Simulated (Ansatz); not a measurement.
**GeH2ClF (SMILES [F][GeH2][Cl]) at BLYP/aug-cc-pVDZ**

What is the electronic atomisation energy of GeH2ClF at BLYP/aug-cc-pVDZ? 

The calculation is run with Ansatz 0.2.0.

47 further runs of the same task are left out: 2 that didn't finish, 45 set aside as unsound or not needed.

## (1) The molecule

The species is GeH2ClF (5 atoms), meant as a singlet with charge 0. As SMILES, `[F][GeH2][Cl]`. Geometry: relaxed at PBE0-D4/def2-TZVP.

Bond lengths: F1–Ge2 1.730 Å, Ge2–Cl3 2.133 Å, Ge2–H4 1.528 Å, Ge2–H5 1.528 Å. Angles: F1–Ge2–Cl3 106.4°, F1–Ge2–H4 107.1°, F1–Ge2–H5 107.1°, Cl3–Ge2–H4 109.1°, Cl3–Ge2–H5 109.1°, H4–Ge2–H5 117.4°.

## (2) A single-point energy at BLYP/aug-cc-pVDZ

File job.yaml:

```yaml
crystal:
  periodic: [false, false, false]
  atoms:
    - {symbol: F, position_ang: [-0.242000, -0.508000, 1.588600]}
    - {symbol: Ge, position_ang: [0.139900, -0.089200, -0.045500]}
    - {symbol: Cl, position_ang: [-1.390300, 1.244900, -0.698900]}
    - {symbol: H, position_ang: [0.067600, -1.375500, -0.867400]}
    - {symbol: H, position_ang: [1.474700, 0.654200, -0.018300]}
basis:
  gaussian:
    orbitals: aug-cc-pVDZ
hamiltonian:
  xc: {name: BLYP}
accuracy: high
output: {orbitals: {seedname: orbitals}}
```

On the command line:

```sh
$ ansatz run job.yaml --threads 1 --pin off --max-ram 3480MiB --events-out events.jsonl --progress --plain --runs-dir runs
```

Output:

```text
Warning: RAYON_NUM_THREADS=1 ignored (pool sized by the plan → 1); use --threads N
Functional definition: BLYP
  name "BLYP"
  parameter beta = 0.0042
  parameter a = 0.04918
  parameter b = 0.132
  parameter c = 0.2533
  parameter d = 0.349
  exchange = b88_x(beta = beta)
  correlation = lyp_c(a = a, b = b, c = c, d = d)
2113 factors; integrals over basis functions are off by at most 4.4e-9 eV
mean field evaluation 1: about -71790.2596 eV, gradient 4.0e1 eV
mean field evaluation 2: about -71774.9902 eV, gradient 1.1e2 eV
mean field evaluation 4: about -71792.9483 eV, gradient 4.4e0 eV
mean field evaluation 8: about -71792.9952 eV, gradient 3.4e-1 eV
mean field evaluation 16: about -71792.9955 eV, gradient 2.4e-5 eV
mean field -71792.99551862 eV, -2638.3439222691 hartree, gradient 5.8e-8 eV, S^2 0.000000; 0 other end points of the search recorded, 0 dependent functions left out
reference -71792.99557681 eV, -2638.3439244075 hartree; 30, 30 occupied and 74, 74 virtual orbitals, 2113 factors
Total energy: -71792.99557681 eV, -2638.3439244075 hartree
```

Wall time 13 s (1 thread of Arm Neoverse V1, shared host); peak memory 0.28 GiB.

## (3) The Cl atom at the same level

File run.yaml:

```yaml
crystal:
  periodic: [false, false, false]
  atoms:
    - {symbol: Cl, position_ang: [0.000000, 0.000000, 0.000000]}
basis:
  gaussian:
    orbitals: aug-cc-pVDZ
magnetization:
  spin_polarized: true
  initial_magnetization: 1
hamiltonian:
  xc: {name: BLYP}
accuracy: high
```

Run the same way, it converges to -460.14340 Eh (log not shown).

## (4) The F atom

File in.yaml:

```yaml
crystal:
  periodic: [false, false, false]
  atoms:
    - {symbol: F, position_ang: [0.000000, 0.000000, 0.000000]}
basis:
  gaussian:
    orbitals: aug-cc-pVDZ
magnetization:
  spin_polarized: true
  initial_magnetization: 1
hamiltonian:
  xc: {name: BLYP}
accuracy: high
```

On the command line:

```sh
$ ansatz run in.yaml --threads 1 --pin off --max-ram 3480MiB --events-out events.jsonl --progress --plain --runs-dir runs
```

Output (excerpt; [...] marks lines left out):

```text
Warning: RAYON_NUM_THREADS=1 ignored (pool sized by the plan → 1); use --threads N
[... 9 set-up lines as earlier in the session ...]
199 factors; integrals over basis functions are off by at most 2.8e-9 eV
mean field evaluation 1: about -2713.6874 eV, gradient 5.7e0 eV
mean field evaluation 2: about -2713.6893 eV, gradient 5.6e0 eV
mean field evaluation 4: about -2713.7854 eV, gradient 8.1e-3 eV
mean field evaluation 8: about -2713.7854 eV, gradient 2.5e-5 eV
mean field evaluation 16: about -2713.7851 eV, gradient 1.5e-1 eV
mean field evaluation 32: about -2713.7854 eV, gradient 4.9e-4 eV
mean field -2713.78539615 eV, -99.7297738387 hartree, gradient 9.1e-8 eV, S^2 0.751272; 2 other end points of the search recorded, 0 dependent functions left out
reference -2713.78542830 eV, -99.7297750201 hartree; 5, 4 occupied and 18, 19 virtual orbitals, 199 factors
Total energy: -2713.78542830 eV, -99.7297750201 hartree
```

Wall time 0.61 s (1 thread of Arm Neoverse V1, shared host).

## (5) The Ge atom, same level

File in.yaml:

```yaml
crystal:
  periodic: [false, false, false]
  atoms:
    - {symbol: Ge, position_ang: [0.000000, 0.000000, 0.000000]}
basis:
  gaussian: {orbitals: aug-cc-pVDZ}
magnetization: {spin_polarized: true, initial_magnetization: 2}
hamiltonian: {xc: {name: BLYP}}
accuracy: high
```

Run the same way, it converges to -2076.95448 Eh (log not shown).

## (6) The H atom

File in.yaml:

```yaml
crystal:
  periodic: [false, false, false]
  atoms:
    - {symbol: H, position_ang: [0.000000, 0.000000, 0.000000]}
basis:
  gaussian:
    orbitals: aug-cc-pVDZ
magnetization:
  spin_polarized: true
  initial_magnetization: 1
hamiltonian:
  xc: {name: BLYP}
accuracy: high
```

Run the same way, it converges to -0.49701 Eh (log not shown).

## (7) Outcome

Level: BLYP/aug-cc-pVDZ.

```
                     quantity           value
       molecule: total energy  -2638.34392 Eh
        molecule: HOMO energy        -7.71 eV
        molecule: LUMO energy        -1.52 eV
      molecule: HOMO–LUMO gap         6.19 eV
        Cl atom: total energy   -460.14340 Eh
                Cl atom: ⟨S²⟩           0.752
         F atom: total energy    -99.72978 Eh
                 F atom: ⟨S²⟩           0.751
        Ge atom: total energy  -2076.95448 Eh
                Ge atom: ⟨S²⟩           2.001
         H atom: total energy     -0.49701 Eh
                 H atom: ⟨S²⟩           0.750
electronic atomisation energy       14.211 eV
```

Taking the molecule apart into free atoms costs 14.21 eV (328 kcal/mol), before zero-point energy and without spin-orbit coupling.
